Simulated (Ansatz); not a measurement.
# Cl− with TeH₂: structure and interaction energy

The task here is to estimate one member of a computed series from the others.

Program: Ansatz 0.2.0, Gaussian basis. Level of theory: PBE0-D4 structure, single points in def2-TZVPPD. These are calculated values, not measurements.

Levels: PBE-D4, revPBE-D4, BLYP-D4, r2SCAN-D4, B97M-V, PBE0-D4, B3LYP-D4, HSE06-D4, wB97X-V, wB97M-V, B2PLYP, Hartree-Fock, MP2, CCSD, CCSD(T). The reference is CCSD(T) extrapolated to the basis limit. For elements past Ar these valence bases correlate outer-core shells poorly, so that limit is rough.

Correlated methods freeze the cores. Filled d shells of the heavier atoms are correlated. Core potentials replace the inner electrons past krypton, and spin-orbit coupling is left out. B3LYP uses VWN-RPA correlation. B2PLYP carries no dispersion term here.

163 further runs of the same task are left out: 163 set aside as unsound or not needed.

### The starting structure

The pair, from a GFN2-xTB docking trial: 4 atoms, charge -1, spin multiplicity 1.

Atoms are counted from 1 here; the program's logs count them from 0.

Bond lengths: Te2–H3 1.762 Å, Te2–H4 1.649 Å. Angles: H3–Te2–H4 85.0°.

Coordinates:

```
Cl    0.0015   -0.0278   -2.5868
Te    0.2183    0.4841    0.2060
H     0.2284    0.5539    1.9668
H    -0.4482   -1.0103    0.4139
```

Atoms 1 to 1 are fragment A (Cl−), the rest fragment B (TeH₂).

The first run:

Input file pre/in.yaml:

```yaml
crystal:
  periodic: [false, false, false]
  atoms:
    - {symbol: Cl, position_ang: [0.001500, -0.027800, -2.586800]}
    - {symbol: Te, position_ang: [0.218300, 0.484100, 0.206000]}
    - {symbol: H, position_ang: [0.228400, 0.553900, 1.966800]}
    - {symbol: H, position_ang: [-0.448200, -1.010300, 0.413900]}
basis:
  gaussian: {orbitals: def2-SVPD}
total_charge: -1
hamiltonian: {xc: pbe, dispersion: d4}
relax: {f_tol: 0.03, max_steps: 250}
```

Run with:

```console
$ ansatz run in.yaml --threads 2 --pin off --events-out ev --progress --plain --max-ram 5222MiB
```

Among the steps run: A first relaxation in a small basis; Relaxation at PBE0-D4; wB97X-V/def2-TZVPPD; wB97M-V/def2-TZVPPD; B2PLYP/def2-TZVPPD; B97M-V/def2-TZVPPD; CCSD(T)/def2-TZVPPD; MP2/def2-QZVPPD; SPW92/def2-SVP; wB97M-V/def2-SVP; CCSD(T)/def2-SVP; Vibrations of the pair.

One table of the session follows, with a row left open; its other results are not shown here.

| method | interaction (kJ/mol) |
| --- | --- |
| PBE-D4 | -68.86 |
| revPBE-D4 | -66.69 |
| BLYP-D4 | ? |
| r2SCAN-D4 | -63.84 |
| B97M-V | -64.81 |
| PBE0-D4 | -64.55 |
| B3LYP-D4 | -60.30 |
| HSE06-D4 | -64.94 |
| wB97X-V | -55.82 |
| wB97M-V | -56.42 |
| B2PLYP | -50.85 |
| Hartree-Fock | -31.80 |
| MP2 | -52.26 |
| CCSD | -44.81 |
| CCSD(T) | -48.20 |
| CCSD(T)/CBS | -57.85 |

Q: Estimate the row for BLYP-D4 from the others.

As computed: interaction (kJ/mol): -62.35. In the column «interaction (kJ/mol)» it lies between r2SCAN-D4 (-63.84) and B3LYP-D4 (-60.30).
